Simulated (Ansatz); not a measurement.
# Mg: how the settings move a single-point run

Aim: see which settings change the result for Mg, by how much, and at what cost.

Method: reference: DFT, PBEsol, all-electron LAPW, scalar-relativistic; levels and slopes on a fine mesh, independent-particle optical spectra, in Ansatz 0.2.0.

1 further run of the same task is left out (it didn't finish).

## Step 1: The structure to begin with

The structure is tetragonal, space group I4/mmm (No. 139). Conventional cell: a = 3.578 Å, b = 3.578 Å, c = 3.515 Å, α = 90.00°, β = 90.00°, γ = 90.00°. Mg (site symmetry 4/mmm) has 14 Mg at 3.08 to 3.58 Å as nearest neighbours.

Structure file:

```xyz
1
Lattice="-1.7889 1.7889 1.7574 1.7889 -1.7889 1.7574 1.7889 1.7889 -1.7574" Properties=species:S:1:pos:R:3 pbc="T T T"
Mg    0.0000    0.0000    0.0000
```

## Step 2: Reference

Contents of input.yaml:

```yaml
crystal:
  lattice:
    - [-1.78888211626, 1.78888211626, 1.75740954826]
    - [1.78888211626, -1.78888211626, 1.75740954826]
    - [1.78888211626, 1.78888211626, -1.75740954826]
  atoms:
    - { symbol: Mg, position: [0.0, 0.0, 0.0] }
kpoints:
  mp_grid: { grid: [14, 14, 14] }
scf:
  occupations: { method: fermi_dirac, width: 0.05 }
hamiltonian:
  xc: pbesol
  pseudopotentials: { kind: all_electron, lapw: { basis_error: 0.001 } }
output:
  forces: true
  stress: true
  eigenvalues: true
  eigenstates:
    nscf_kmesh: { grid: [24, 24, 24] }
    de_dk: true
    e_range: [-14, 14]
  optics:
    e_range: [0, 30]
    de: 0.2
    sigma: 0.15
    bands: { spectra_wanted_up_to: 30 }
    nscf_kmesh: { grid: [24, 24, 24] }
    drude_damping: 0.05
checkpoint:
  write: ck
  write_wavefunctions: false
```

Started as:

```console
$ ansatz run input.yaml --threads 1 --pin off --max-ram 3072MiB --backend cpu --events-out ev --progress --plain --runs-dir out
```

## Step 3: Changing settings: xc_grid 2

Changes to input.yaml since step 2:

```diff
@@ -32 +32,3 @@
   write_wavefunctions: false
+basis:
+  xc_grid: 2
```

What does the calculation give? Wanted: for each run, ending; energy change; pressure; gap; force.

The runs gave:

```csv
run,ending,energy change,pressure (GPa),gap (eV),force (eV/Å),cycles,time
reference,converged,0,0.0,0.00,0.00,-,1.8 min
1: xc_grid 2,converged,0.0 meV/atom,0.0,0.00,0.00,6,1.8 min
```

Residual by cycle in the longest SCF loop of each run; runs are numbered as in the table. The quantity is the density residual dr2, in eV.

```csv
cycle,reference,run 1
1,0.0145,0.0145
2,0.00334,0.00334
3,2.8e-6,2.8e-6
4,3.9e-8,3.9e-8
5,7.8e-10,7.8e-10
6,4.3e-13,4.3e-13
```

**Reading.** The changed input (numerical grids) leaves the energy the same to the digits printed.
